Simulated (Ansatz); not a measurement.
# Ag8S: the cost of one run

Method: DFT PBE, scalar-relativistic, plane waves, PAW, in Ansatz 0.2.0.

3 further runs of the same task are left out: 2 that didn't finish, 1 set aside as unsound or not needed.

### Step 1. The system as given

The cell holds 18 atoms (Ag16S2): a = 7.333 Å, b = 7.049 Å, c = 6.875 Å, α = 90.23°, β = 88.14°, γ = 87.46°.

16 Ag, 2 S were thrown into a skewed cell at random, at 1.08 times a reference volume of the solid, and pushed apart as soft spheres.

The coordinates stand in the first input below.

### Step 2. Dynamics at 2200 K

The cutoff is lowered while the worst contacts of the packing are taken out. One k point, a Fermi-Dirac width of 0.190 eV and a fixed cell.

The input, input.yaml:

```yaml
crystal:
  lattice:
    - [7.329867, 0.159603, 0.115424]
    - [0.159603, 7.046974, -0.015418]
    - [0.115424, -0.015418, 6.873979]
  atoms:
    - { symbol: Ag, position: [0.5215288861, 0.4661684811, 0.1210860968] }
    - { symbol: Ag, position: [0.9352664187, 0.9244343394, 0.8684911361] }
    - { symbol: Ag, position: [0.6301862114, 0.530608724, 0.4971716259] }
    - { symbol: Ag, position: [0.374933654, 0.0607522901, 0.4337926863] }
    - { symbol: Ag, position: [0.9934356773, 0.7376883325, 0.2137481916] }
    - { symbol: Ag, position: [0.2772838562, 0.6796726807, 0.4812733963] }
    - { symbol: Ag, position: [0.6993168668, 0.0109509207, 0.2134466539] }
    - { symbol: Ag, position: [0.1994925678, 0.5190397176, 0.8451199948] }
    - { symbol: Ag, position: [0.0324341864, 0.2003169165, 0.1255763115] }
    - { symbol: Ag, position: [0.5368948624, 0.8404367574, 0.7310340897] }
    - { symbol: Ag, position: [0.3929397526, 0.1662355658, 0.915784201] }
    - { symbol: Ag, position: [0.9947453712, 0.0256461641, 0.4857871225] }
    - { symbol: Ag, position: [0.7168871178, 0.2084881993, 0.7081233549] }
    - { symbol: Ag, position: [0.0141358058, 0.4137826508, 0.5193211922] }
    - { symbol: Ag, position: [0.7998122662, 0.5600743461, 0.8526122611] }
    - { symbol: Ag, position: [0.3398557768, 0.8135745391, 0.0771476963] }
    - { symbol: S, position: [0.8277339442, 0.4557532483, 0.2244192508] }
    - { symbol: S, position: [0.0997123085, 0.2002301076, 0.7798262736] }
  symmetry: { detect: false }
basis:
  ecutwfc: 320
  xc_grid: 1
kpoints:
  mp_grid: { grid: [1, 1, 1], shift: [0.25, 0.25, 0.25] }
hamiltonian:
  xc: pbe
scf:
  occupations: { method: fermi_dirac, width: 0.1896 }
  lower_state_search: "off"
  convergence: { dr2_threshold: 1.0e-05 }
output:
  forces: true
  stress: true
md:
  timestep: 3.0
  n_steps: 24
  ensemble: nvt_langevin
  friction: 0.03
  temperature: 2200.0
  initial_velocities: maxwell_boltzmann
  seed: 12423
```

The run is started by

```
$ ansatz run input.yaml --threads 2 --pin off --max-ram 5120MiB --backend cpu --events-out ev --progress --plain --runs-dir out
```

Q: Estimate wall time and peak memory on 2 threads of Arm Neoverse V1, shared host.

About 80 s, with a peak of 0.55 GiB.
